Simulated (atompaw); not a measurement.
**A PAW (atompaw) potential for Hg, from input to tests**

Do these settings give a usable potential? It is generated, then checked for scattering, ghosts and hardness.

The numbers are computed with atompaw 4.2.0.5 (PBE, scalar-relativistic, spin-unpolarised reference atom).

## Step 1: Settings

Typed settings, in words:

| Item | Value |
| --- | --- |
| element | mercury (Hg, Z = 80) |
| type | PAW |
| frozen core | [Kr] 4d10 4f14 |
| valence charge | 20 |
| reference configuration | 5s2 5p6 5d10 6s2 6p0 |
| partial waves | 5s (bound); 6s (bound); 5p (bound); 6p (bound, empty); 5d (bound); 5d channel at 0.35 Ry |
| local potential | troulliermartins scheme with l = 3 at 0 Ry, radius 1.70 bohr |
| core correction | smooth core density matched at 1.15 bohr |
| augmentation charge | besselshape compensation charge, radius 1.30 bohr; PAW radius 1.80 bohr; waves and projectors: bloechl |

## Step 2: Generating the potential

File Hg.input:

```
Hg 80
GGA-PBE scalarrelativistic loggrid 2001 logderivrange -11 5 401
6 6 5 4 0 0
6 1 0
0 0 0
c
c
c
c
v
v
c
c
c
v
v
c
c
v
c
2
1.80 1.30 1.70 1.15
n
n
y
0.35
n
bloechl besselshape
3 0 troulliermartins
PWSCFOUT
UPFDX 0.0125d0 UPFXMIN -7.d0 UPFZMESH 80.d0
END
```

Run with:

```console
$ atompaw < Hg.input > Hg.log
```

What does the calculation give? Wanted: cutoffs for 10 and 1 mRy, occupied levels; bound ghosts; largest phase difference near zero energy, channels read; lowest eigenvalue of the overlap; share of valence orbitals outside the PAW sphere; UPF file.

**Answer**, as computed:

| quantity | value |
| --- | --- |
| cutoffs for 10 and 1 mRy, occupied levels | 80 Ry and 100 Ry |
| bound ghosts | none found |
| largest phase difference near zero energy, channels read | 0.011 rad |
| lowest eigenvalue of the overlap (Bessel basis) | 0.009 (d) |
| share of valence orbitals outside the PAW sphere | 5s 1 %, 6s 83 %, 5p 3 %, 6p 97 %, 5d 26 % |
| UPF file | not written |

In words: The overlap operator is nearly singular (0.009). The potential is hard: the looser tolerance needs 80 Ry. The Bessel-basis test finds no level below the valence levels. Near zero energy the phases of the channels with partial waves agree within 0.011 rad. Note that the frozen 4f shell (-96 eV) lies higher than the valence 5s shell (-118 eV). The pseudo core plus compensation charge is negative at some radii, so no UPF file was written. All of this concerns the isolated atom, not yet a solid.
